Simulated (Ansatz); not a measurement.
Molecular dynamics of Na₇Fe₄O₁₂, charge -1

Input:

```yaml
accuracy: low
crystal:
  lattice:
    - [0.840606, 4.643518, 5.419882]
    - [0.840606, -4.643518, 5.419882]
    - [5.348796, 0.0, 0.0]
  atoms:
    - { symbol: Na, position: [0.25, 0.25, 0.75] }
    - { symbol: Na, position: [0.6569427, 0.3430573, 0.5] }
    - { symbol: Na, position: [0.3430573, 0.6569427, 0.5] }
    - { symbol: Fe, position: [0.4172795, 0.0827205, 0.25], spin: 2.5 }
    - { symbol: Fe, position: [0.0827205, 0.4172795, 0.25], spin: 2.5 }
    - { symbol: O, position: [0.1486629, 0.1486629, 0.1597331] }
    - { symbol: O, position: [0.3513371, 0.3513371, 0.3402669] }
    - { symbol: O, position: [0.161742, 0.5401449, 0.9088425] }
    - { symbol: O, position: [0.5401449, 0.161742, 0.9088425] }
    - { symbol: O, position: [0.338258, 0.9598551, 0.5911575] }
    - { symbol: O, position: [0.9598551, 0.338258, 0.5911575] }
    - { symbol: Na, position: [0.5, 0.5, 0.0] }
    - { symbol: Na, position: [0.75, 0.75, 0.25] }
    - { symbol: Na, position: [0.1569427, 0.8430573, 0.0] }
    - { symbol: Na, position: [0.8430573, 0.1569427, 0.0] }
    - { symbol: Fe, position: [0.9172795, 0.5827205, 0.75], spin: 2.5 }
    - { symbol: Fe, position: [0.5827205, 0.9172795, 0.75], spin: 2.5 }
    - { symbol: O, position: [0.6486629, 0.6486629, 0.6597331] }
    - { symbol: O, position: [0.8513371, 0.8513371, 0.8402669] }
    - { symbol: O, position: [0.661742, 0.0401449, 0.4088425] }
    - { symbol: O, position: [0.0401449, 0.661742, 0.4088425] }
    - { symbol: O, position: [0.838258, 0.4598551, 0.0911575] }
    - { symbol: O, position: [0.4598551, 0.838258, 0.0911575] }
magnetization:
  spin_polarized: true
total_charge: -1
basis:
  ecutwfc: 420.0
kpoints:
  mp_grid: { grid: [1, 1, 2] }
hamiltonian:
  xc: pbesol
scf:
  occupations: { method: fermi_dirac, width: 0.05 }
  lower_state_search: "off"
md:
  timestep: 1.5
  n_steps: 60
  ensemble: nve
  temperature: 1400.0
  initial_velocities: maxwell_boltzmann
  seed: 774645
```

Run as:

```bash
$ ansatz run input.yaml --threads 1 --pin off --max-ram 3072MiB --backend cpu --events-out ev --progress --plain --runs-dir out
```

It starts from an unrelaxed structure (largest force component 1.64 eV/Å).

Output, in part (step lines):

```
md step     0: t =     0.00 fs  T =  1400.0 K  F+E_penalty+E_count = -34850.23190238 eV  E_kin = 3.981208 eV  conserved = -34846.25069441 eV  (40 SCF iters)
md step     1: t =     1.50 fs  T =  1410.8 K  F+E_penalty+E_count = -34850.26301986 eV  E_kin = 4.012043 eV  conserved = -34846.25097686 eV  (26 SCF iters)
md step     2: t =     3.00 fs  T =  1416.1 K  F+E_penalty+E_count = -34850.27824423 eV  E_kin = 4.026851 eV  conserved = -34846.25139361 eV  (25 SCF iters)
md step     3: t =     4.50 fs  T =  1413.4 K  F+E_penalty+E_count = -34850.27133274 eV  E_kin = 4.019422 eV  conserved = -34846.25191116 eV  (24 SCF iters)
md step     4: t =     6.00 fs  T =  1400.4 K  F+E_penalty+E_count = -34850.23473202 eV  E_kin = 3.982251 eV  conserved = -34846.25248111 eV  (28 SCF iters)
md step     5: t =     7.50 fs  T =  1374.0 K  F+E_penalty+E_count = -34850.16039922 eV  E_kin = 3.907367 eV  conserved = -34846.25303196 eV  (26 SCF iters)
md step     6: t =     9.00 fs  T =  1331.9 K  F+E_penalty+E_count = -34850.04092957 eV  E_kin = 3.787460 eV  conserved = -34846.25347002 eV  (25 SCF iters)
md step     7: t =    10.50 fs  T =  1272.0 K  F+E_penalty+E_count = -34849.87098545 eV  E_kin = 3.617305 eV  conserved = -34846.25368070 eV  (23 SCF iters)
md step     8: t =    12.00 fs  T =  1194.0 K  F+E_penalty+E_count = -34849.64893645 eV  E_kin = 3.395385 eV  conserved = -34846.25355194 eV  (22 SCF iters)
md step     9: t =    13.50 fs  T =  1099.1 K  F+E_penalty+E_count = -34849.37850966 eV  E_kin = 3.125509 eV  conserved = -34846.25300025 eV  (26 SCF iters)
md step    10: t =    15.00 fs  T =   991.0 K  F+E_penalty+E_count = -34849.07009091 eV  E_kin = 2.818109 eV  conserved = -34846.25198220 eV  (24 SCF iters)
md step    11: t =    16.50 fs  T =   894.1 K  F+E_penalty+E_count = -34848.79360597 eV  E_kin = 2.542620 eV  conserved = -34846.25098630 eV  (95 SCF iters)
md step    12: t =    18.00 fs  T =   781.5 K  F+E_penalty+E_count = -34848.47168945 eV  E_kin = 2.222333 eV  conserved = -34846.24935662 eV  (20 SCF iters)
md step    13: t =    19.50 fs  T =   678.2 K  F+E_penalty+E_count = -34848.17622616 eV  E_kin = 1.928505 eV  conserved = -34846.24772093 eV  (20 SCF iters)
md step    14: t =    21.00 fs  T =   593.3 K  F+E_penalty+E_count = -34847.93361173 eV  E_kin = 1.687220 eV  conserved = -34846.24639201 eV  (18 SCF iters)
md step    15: t =    22.50 fs  T =   534.4 K  F+E_penalty+E_count = -34847.76520212 eV  E_kin = 1.519556 eV  conserved = -34846.24564568 eV  (19 SCF iters)
md step    16: t =    24.00 fs  T =   505.5 K  F+E_penalty+E_count = -34847.68311274 eV  E_kin = 1.437480 eV  conserved = -34846.24563252 eV  (20 SCF iters)
md step    17: t =    25.50 fs  T =   506.9 K  F+E_penalty+E_count = -34847.68785962 eV  E_kin = 1.441525 eV  conserved = -34846.24633470 eV  (22 SCF iters)
md step    18: t =    27.00 fs  T =   534.9 K  F+E_penalty+E_count = -34847.76859030 eV  E_kin = 1.521012 eV  conserved = -34846.24757809 eV  (20 SCF iters)
md step    19: t =    28.50 fs  T =   582.6 K  F+E_penalty+E_count = -34847.90573036 eV  E_kin = 1.656634 eV  conserved = -34846.24909604 eV  (21 SCF iters)
md step    20: t =    30.00 fs  T =   641.6 K  F+E_penalty+E_count = -34848.07503406 eV  E_kin = 1.824414 eV  conserved = -34846.25061990 eV  (22 SCF iters)
md step    21: t =    31.50 fs  T =   703.2 K  F+E_penalty+E_count = -34848.25173041 eV  E_kin = 1.999781 eV  conserved = -34846.25194965 eV  (23 SCF iters)
md step    22: t =    33.00 fs  T =   759.9 K  F+E_penalty+E_count = -34848.41381846 eV  E_kin = 2.160873 eV  conserved = -34846.25294565 eV  (23 SCF iters)
md step    23: t =    34.50 fs  T =   805.6 K  F+E_penalty+E_count = -34848.54437205 eV  E_kin = 2.290848 eV  conserved = -34846.25352374 eV  (26 SCF iters)
md step    24: t =    36.00 fs  T =   836.6 K  F+E_penalty+E_count = -34848.63283628 eV  E_kin = 2.379147 eV  conserved = -34846.25368920 eV  (26 SCF iters)
md step    25: t =    37.50 fs  T =   851.6 K  F+E_penalty+E_count = -34848.67511120 eV  E_kin = 2.421602 eV  conserved = -34846.25350872 eV  (24 SCF iters)
md step    26: t =    39.00 fs  T =   850.9 K  F+E_penalty+E_count = -34848.67275751 eV  E_kin = 2.419703 eV  conserved = -34846.25305446 eV  (22 SCF iters)
md step    27: t =    40.50 fs  T =   836.8 K  F+E_penalty+E_count = -34848.63194138 eV  E_kin = 2.379556 eV  conserved = -34846.25238506 eV  (21 SCF iters)
md step    28: t =    42.00 fs  T =   812.6 K  F+E_penalty+E_count = -34848.56240683 eV  E_kin = 2.310838 eV  conserved = -34846.25156930 eV  (22 SCF iters)
md step    29: t =    43.50 fs  T =   782.7 K  F+E_penalty+E_count = -34848.47635995 eV  E_kin = 2.225675 eV  conserved = -34846.25068495 eV  (23 SCF iters)
md step    30: t =    45.00 fs  T =   751.6 K  F+E_penalty+E_count = -34848.38715489 eV  E_kin = 2.137334 eV  conserved = -34846.24982046 eV  (23 SCF iters)
md step    31: t =    46.50 fs  T =   724.0 K  F+E_penalty+E_count = -34848.30785884 eV  E_kin = 2.058796 eV  conserved = -34846.24906289 eV  (22 SCF iters)
md step    32: t =    48.00 fs  T =   703.8 K  F+E_penalty+E_count = -34848.24986809 eV  E_kin = 2.001387 eV  conserved = -34846.24848141 eV  (23 SCF iters)
md step    33: t =    49.50 fs  T =   694.0 K  F+E_penalty+E_count = -34848.22173916 eV  E_kin = 1.973598 eV  conserved = -34846.24814142 eV  (24 SCF iters)
md step    34: t =    51.00 fs  T =   696.2 K  F+E_penalty+E_count = -34848.22807280 eV  E_kin = 1.979927 eV  conserved = -34846.24814585 eV  (25 SCF iters)
md step    35: t =    52.50 fs  T =   710.4 K  F+E_penalty+E_count = -34848.26850157 eV  E_kin = 2.020052 eV  conserved = -34846.24845004 eV  (25 SCF iters)
md step    36: t =    54.00 fs  T =   734.7 K  F+E_penalty+E_count = -34848.33831512 eV  E_kin = 2.089392 eV  conserved = -34846.24892282 eV  (24 SCF iters)
md step    37: t =    55.50 fs  T =   766.8 K  F+E_penalty+E_count = -34848.43009586 eV  E_kin = 2.180604 eV  conserved = -34846.24949142 eV  (23 SCF iters)
md step    38: t =    57.00 fs  T =   803.5 K  F+E_penalty+E_count = -34848.53490917 eV  E_kin = 2.284805 eV  conserved = -34846.25010460 eV  (23 SCF iters)
md step    39: t =    58.50 fs  T =   841.3 K  F+E_penalty+E_count = -34848.64321759 eV  E_kin = 2.392503 eV  conserved = -34846.25071451 eV  (21 SCF iters)
md step    40: t =    60.00 fs  T =   877.2 K  F+E_penalty+E_count = -34848.74574607 eV  E_kin = 2.494480 eV  conserved = -34846.25126611 eV  (20 SCF iters)
md step    41: t =    61.50 fs  T =   908.2 K  F+E_penalty+E_count = -34848.83435641 eV  E_kin = 2.582652 eV  conserved = -34846.25170442 eV  (22 SCF iters)
md step    42: t =    63.00 fs  T =   932.2 K  F+E_penalty+E_count = -34848.90292814 eV  E_kin = 2.650957 eV  conserved = -34846.25197124 eV  (20 SCF iters)
md step    43: t =    64.50 fs  T =   948.1 K  F+E_penalty+E_count = -34848.94820273 eV  E_kin = 2.696179 eV  conserved = -34846.25202398 eV  (21 SCF iters)
md step    44: t =    66.00 fs  T =   956.0 K  F+E_penalty+E_count = -34848.97043423 eV  E_kin = 2.718587 eV  conserved = -34846.25184748 eV  (20 SCF iters)
md step    45: t =    67.50 fs  T =   957.2 K  F+E_penalty+E_count = -34848.97354465 eV  E_kin = 2.722071 eV  conserved = -34846.25147360 eV  (20 SCF iters)
md step    46: t =    69.00 fs  T =   954.1 K  F+E_penalty+E_count = -34848.96435778 eV  E_kin = 2.713330 eV  conserved = -34846.25102744 eV  (20 SCF iters)
md step    47: t =    70.50 fs  T =   949.5 K  F+E_penalty+E_count = -34848.95068320 eV  E_kin = 2.699993 eV  conserved = -34846.25069052 eV  (21 SCF iters)
md step    48: t =    72.00 fs  T =   945.3 K  F+E_penalty+E_count = -34848.93864596 eV  E_kin = 2.688036 eV  conserved = -34846.25060988 eV  (20 SCF iters)
md step    49: t =    73.50 fs  T =   942.3 K  F+E_penalty+E_count = -34848.93042602 eV  E_kin = 2.679610 eV  conserved = -34846.25081614 eV  (20 SCF iters)
md step    50: t =    75.00 fs  T =   939.8 K  F+E_penalty+E_count = -34848.92373862 eV  E_kin = 2.672549 eV  conserved = -34846.25119005 eV  (22 SCF iters)
md step    51: t =    76.50 fs  T =   936.1 K  F+E_penalty+E_count = -34848.91353561 eV  E_kin = 2.662017 eV  conserved = -34846.25151879 eV  (21 SCF iters)
md step    52: t =    78.00 fs  T =   929.6 K  F+E_penalty+E_count = -34848.89504743 eV  E_kin = 2.643416 eV  conserved = -34846.25163114 eV  (20 SCF iters)
md step    53: t =    79.50 fs  T =   919.4 K  F+E_penalty+E_count = -34848.86614553 eV  E_kin = 2.614536 eV  conserved = -34846.25160959 eV  (20 SCF iters)
md step    54: t =    81.00 fs  T =   905.7 K  F+E_penalty+E_count = -34848.82704296 eV  E_kin = 2.575573 eV  conserved = -34846.25147018 eV  (18 SCF iters)
md step    55: t =    82.50 fs  T =   889.2 K  F+E_penalty+E_count = -34848.77989683 eV  E_kin = 2.528681 eV  conserved = -34846.25121574 eV  (21 SCF iters)
md step    56: t =    84.00 fs  T =   871.1 K  F+E_penalty+E_count = -34848.72817858 eV  E_kin = 2.477178 eV  conserved = -34846.25100085 eV  (20 SCF iters)
md step    57: t =    85.50 fs  T =   852.3 K  F+E_penalty+E_count = -34848.67466787 eV  E_kin = 2.423763 eV  conserved = -34846.25090460 eV  (20 SCF iters)
md step    58: t =    87.00 fs  T =   833.3 K  F+E_penalty+E_count = -34848.62044748 eV  E_kin = 2.369550 eV  conserved = -34846.25089790 eV  (20 SCF iters)
md step    59: t =    88.50 fs  T =   813.9 K  F+E_penalty+E_count = -34848.56532150 eV  E_kin = 2.314423 eV  conserved = -34846.25089850 eV  (17 SCF iters)
md step    60: t =    90.00 fs  T =   794.1 K  F+E_penalty+E_count = -34848.50902483 eV  E_kin = 2.258196 eV  conserved = -34846.25082883 eV  (17 SCF iters)
```

All steps were run. The conserved energy stayed within 0.22 meV per atom of its start (net change -0.0059 meV per atom), so the integration is sound. A run of 0.09 ps of so small a system gives no equilibrium averages. No Hubbard correction was used and the magnetic state wasn't searched. Limits of this set-up: coarse k mesh, low accuracy level, charged cell in a uniform background, uncorrected.

Mean squared displacements from the first frame to the last, about the centre of mass: Na 0.19 Å², Fe 0.05 Å², O 0.06 Å².

Last frame:

```xyz
23
Lattice="0.8406 4.6435 5.4199 0.8406 -4.6435 5.4199 5.3488 0.0000 0.0000" Properties=species:S:1:pos:R:3
Na 4.249 0.032 2.807
Na 3.161 1.724 5.360
Na 3.571 -1.768 5.248
Fe 2.088 1.721 2.775
Fe 1.827 -1.466 2.723
O 0.988 -0.327 1.623
O 2.370 0.194 4.033
O 5.597 -1.806 3.749
O 5.597 1.810 3.647
O 4.364 -2.797 7.152
O 4.370 2.794 7.150
Na 0.583 -0.101 5.429
Na 2.539 -0.013 8.119
Na 1.373 -3.227 5.250
Na 0.078 3.223 5.428
Fe 5.184 1.485 8.183
Fe 5.397 -1.568 8.129
O 4.454 0.019 7.125
O 5.851 -0.138 9.139
O 3.077 2.868 3.670
O 2.785 -2.773 3.696
O 1.248 1.552 6.998
O 1.436 -1.812 7.029
```

The run took 18 min on 1 thread of Arm Neoverse V2 (shared host), peak memory 0.83 GiB.
